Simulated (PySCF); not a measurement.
# C₇H₁₁BrO+ (doublet): open-shell or spin-flip excitations

Aim: compute the open-shell or spin-flip excitations of C₇H₁₁BrO+ (doublet) (`OC[C@@H]1[C@H](Br)CC12CC2`).

Computed with PySCF 2.14.0 and routines of our own; the level stands in each step. Atoms count from 0.

## 1. The starting structure

20 atoms, charge 1, multiplicity 2; geometry from: GFN2-xTB.

## 2. Open-shell or spin-flip excitations: unrestricted TDDFT M06-2X/def2-SVP

The job: settings as JSON, then the geometry in Å.

```
{"job": {"kind": "uabs", "xc": "M06-2X", "basis": "def2-SVP", "nstates": 10, "tda": false}, "charge": 1, "multiplicity": 2}
O      2.603169     0.176731     1.257547
C      1.355515    -0.392915     1.133857
C      0.743140    -0.237988    -0.286502
C      0.749995     1.240659    -0.762718
Br     2.050380     2.474245     0.033378
C     -0.724165     1.367812    -0.389214
C     -0.765100    -0.146151    -0.274081
C     -1.720209    -1.091549    -0.952057
C     -1.762764    -0.964169     0.527790
H      3.273147    -0.264491     0.712751
H      0.720155     0.106348     1.871021
H      1.379912    -1.471584     1.345609
H      1.199328    -0.953233    -0.973535
H      0.927754     1.296274    -1.837540
H     -1.362717     1.798028    -1.161118
H     -0.910275     1.897888     0.544714
H     -2.519765    -0.654346    -1.530597
H     -1.300403    -1.989550    -1.379637
H     -1.364062    -1.760837     1.137555
H     -2.578182    -0.420496     0.979743
```

With the program's defaults for keys left out, this is: unrestricted TDDFT M06-2X/def2-SVP, vertical, gas phase, core orbitals frozen in the response.

The run is started by

```sh
OMP_NUM_THREADS=1 python excited_run.py task.json out
```

One launch serves the whole session: the jobs run in the order shown.

Standard output:

```text
coarse grid: 75968 points
cycle   1  E = -2921.5420536379  dE =  1.110e+00  |g| = 4.486e-01  |ddm| = 3.319e+00
cycle   2  E = -2921.4365795626  dE =  1.055e-01  |g| = 7.028e-01  |ddm| = 1.727e+00
cycle   3  E = -2921.6537661219  dE = -2.172e-01  |g| = 6.400e-02  |ddm| = 1.050e+00
cycle   4  E = -2921.6562492579  dE = -2.483e-03  |g| = 5.935e-02  |ddm| = 1.714e-01
cycle   5  E = -2921.6582585295  dE = -2.009e-03  |g| = 2.208e-02  |ddm| = 9.233e-02
cycle   6  E = -2921.6590461702  dE = -7.876e-04  |g| = 1.836e-02  |ddm| = 7.646e-02
cycle   7  E = -2921.6597175396  dE = -6.714e-04  |g| = 1.006e-02  |ddm| = 8.401e-02
cycle   8  E = -2921.6601327886  dE = -4.152e-04  |g| = 2.930e-03  |ddm| = 9.598e-02
cycle   9  E = -2921.6601969402  dE = -6.415e-05  |g| = 2.223e-03  |ddm| = 3.245e-02
cycle  10  E = -2921.6602130256  dE = -1.609e-05  |g| = 1.143e-03  |ddm| = 1.457e-02
cycle  11  E = -2921.6602221888  dE = -9.163e-06  |g| = 1.031e-03  |ddm| = 1.248e-02
final grid: 161832 points
cycle  12  E = -2921.6588232326  dE = -6.279e-06  |g| = 1.064e-03  |ddm| = 1.410e-02
cycle  13  E = -2921.6588239902  dE = -7.576e-07  |g| = 1.450e-03  |ddm| = 3.657e-03
cycle  14  E = -2921.6588249924  dE = -1.002e-06  |g| = 3.452e-04  |ddm| = 1.603e-03
cycle  15  E = -2921.6588254072  dE = -4.148e-07  |g| = 3.247e-04  |ddm| = 1.618e-03
cycle  16  E = -2921.6588258334  dE = -4.262e-07  |g| = 1.271e-04  |ddm| = 2.365e-03
cycle  17  E = -2921.6588259655  dE = -1.321e-07  |g| = 8.250e-05  |ddm| = 1.600e-03
cycle  18  E = -2921.6588259913  dE = -2.574e-08  |g| = 4.019e-05  |ddm| = 6.770e-04
cycle  19  E = -2921.6588259983  dE = -7.030e-09  |g| = 2.863e-05  |ddm| = 3.515e-04
cycle  20  E = -2921.6588260006  dE = -2.336e-09  |g| = 1.853e-05  |ddm| = 1.698e-04
cycle  21  E = -2921.6588260015  dE = -8.822e-10  |g| = 6.973e-06  |ddm| = 1.429e-04
converged SCF energy = -2921.6588260015

Static polarisability (au): isotropic 130.004, principal 70.520 114.413 205.079

<S^2> of the reference = 0.7556 (exact 0.7500)

Excitations
state   eV       nm        f      <S^2>   main configurations
  1   0.8071   1536.2   0.00028   0.759   H-2b->Lb 0.61, H-1b->Lb 0.34
  2   1.0020   1237.4   0.03770   0.760   Hb->Lb 0.88
  3   1.6681    743.3   0.01330   0.761   H-1b->Lb 0.48, H-2b->Lb 0.30
  4   2.2131    560.2   0.03304   0.760   H-3b->Lb 0.83
  5   2.7461    451.5   0.01629   0.761   H-4b->Lb 0.64, H-6b->Lb 0.13, H-7b->Lb 0.10
  6   3.1126    398.3   0.07839   0.759   H-6b->Lb 0.53, H-4b->Lb 0.23
  7   3.4058    364.0   0.00851   0.760   H-7b->Lb 0.42, H-6b->Lb 0.23, H-8b->Lb 0.19
  8   3.8877    318.9   0.01274   0.762   H-8b->Lb 0.51, H-7b->Lb 0.37
  9   3.9830    311.3   0.00111   0.762   H-5b->Lb 0.81, H-8b->Lb 0.10
 10   4.5958    269.8   0.00255   0.763   H-9b->Lb 0.84
```

Wall time 4.7 min (1 thread of Arm Neoverse V1, shared host); peak memory 0.91 GiB.

In short:

```tsv
quantity	value
⟨S²⟩	0.756
```

Löwdin spin populations:

O0 0.28; C1 0.02; C2 0.07; C3 0.01; Br4 0.49; C5 0.01; C6 0.02; C7 0.01; C8 0.03; H9 0.00; H10 0.00; H11 0.04; H12 0.00; H13 0.01; H14 0.01; H15 0.00; H16 0.00; H17 0.00; H18 0.00; H19 0.00

## 3. Open-shell or spin-flip excitations: unrestricted TDDFT OLYP/6-311G**

Settings changed since step 2:

```diff
@@ -1,2 +1,2 @@
-{"job": {"kind": "uabs", "xc": "M06-2X", "basis": "def2-SVP", "nstates": 10, "tda": false}, "charge": 1, "multiplicity": 2}
+{"job": {"kind": "uabs", "xc": "OLYP", "basis": "6-311G**", "nstates": 4, "tda": false, "scf": {"aux": "def2-universal-jkfit", "fallback": true}}, "charge": 1, "multiplicity": 2}
 O      2.603169     0.176731     1.257547
```

Level: unrestricted TDDFT OLYP/6-311G**, vertical, gas phase, core orbitals frozen in the response.

Standard output:

```text
final grid: 161832 points
cycle   1  E = -2922.8250412164  dE = -2.148e+00  |g| = 1.570e+00  |ddm| = 2.661e+00
cycle   2  E = -2921.7840115039  dE =  1.041e+00  |g| = 1.646e+00  |ddm| = 2.262e+00
cycle   3  E = -2922.5275763201  dE = -7.436e-01  |g| = 9.791e-01  |ddm| = 2.521e+00
cycle   4  E = -2922.9902709116  dE = -4.627e-01  |g| = 2.039e-01  |ddm| = 1.161e+00
cycle   5  E = -2922.9607395988  dE =  2.953e-02  |g| = 2.921e-01  |ddm| = 6.483e-01
cycle   6  E = -2923.0120582771  dE = -5.132e-02  |g| = 9.906e-02  |ddm| = 4.961e-01
cycle   7  E = -2923.0141517989  dE = -2.094e-03  |g| = 6.737e-02  |ddm| = 2.043e-01
cycle   8  E = -2923.0170698810  dE = -2.918e-03  |g| = 2.118e-02  |ddm| = 1.182e-01
cycle   9  E = -2923.0172970997  dE = -2.272e-04  |g| = 6.845e-03  |ddm| = 2.540e-02
cycle  10  E = -2923.0173221537  dE = -2.505e-05  |g| = 3.616e-03  |ddm| = 1.653e-02
cycle  11  E = -2923.0173331177  dE = -1.096e-05  |g| = 9.359e-04  |ddm| = 6.201e-03
cycle  12  E = -2923.0173333904  dE = -2.727e-07  |g| = 5.744e-04  |ddm| = 7.846e-04
cycle  13  E = -2923.0173335378  dE = -1.474e-07  |g| = 1.749e-04  |ddm| = 5.767e-04
cycle  14  E = -2923.0173335475  dE = -9.755e-09  |g| = 1.405e-04  |ddm| = 5.105e-04
cycle  15  E = -2923.0173335614  dE = -1.383e-08  |g| = 3.093e-05  |ddm| = 2.419e-04
cycle  16  E = -2923.0173335618  dE = -4.547e-10  |g| = 1.260e-05  |ddm| = 3.552e-05
converged SCF energy = -2923.0173335618

Static polarisability (au): isotropic 126.069, principal 73.139 106.736 198.332

<S^2> of the reference = 0.7514 (exact 0.7500)

Excitations
state   eV       nm        f      <S^2>   main configurations
  1   0.8234   1505.8   0.00017   0.752   H-1b->Lb 0.99
  2   1.0168   1219.4   0.02642   0.752   Hb->Lb 0.89, H-2b->Lb 0.10
  3   1.3676    906.6   0.01592   0.752   H-2b->Lb 0.90, Hb->Lb 0.10
  4   1.9701    629.3   0.00884   0.752   H-3b->Lb 0.85, H-4b->Lb 0.10
```

Wall time 2.6 min (1 thread of Arm Neoverse V1, shared host); peak memory 0.76 GiB.

In short:

```tsv
quantity	value
⟨S²⟩	0.751
```

## 4. What came out

```
                                                                                          quantity                        value
lowest and brightest state of nearly pure spin, of 10 (step 2, unrestricted TDDFT M06-2X/def2-SVP)  0.81 eV; 3.11 eV, f = 0.078
   lowest and brightest state of nearly pure spin, of 4 (step 3, unrestricted TDDFT OLYP/6-311G**)  0.82 eV; 1.02 eV, f = 0.026
```

What this shows: The lowest state of nearly pure spin runs from 0.81 to 0.82 eV over the runs.
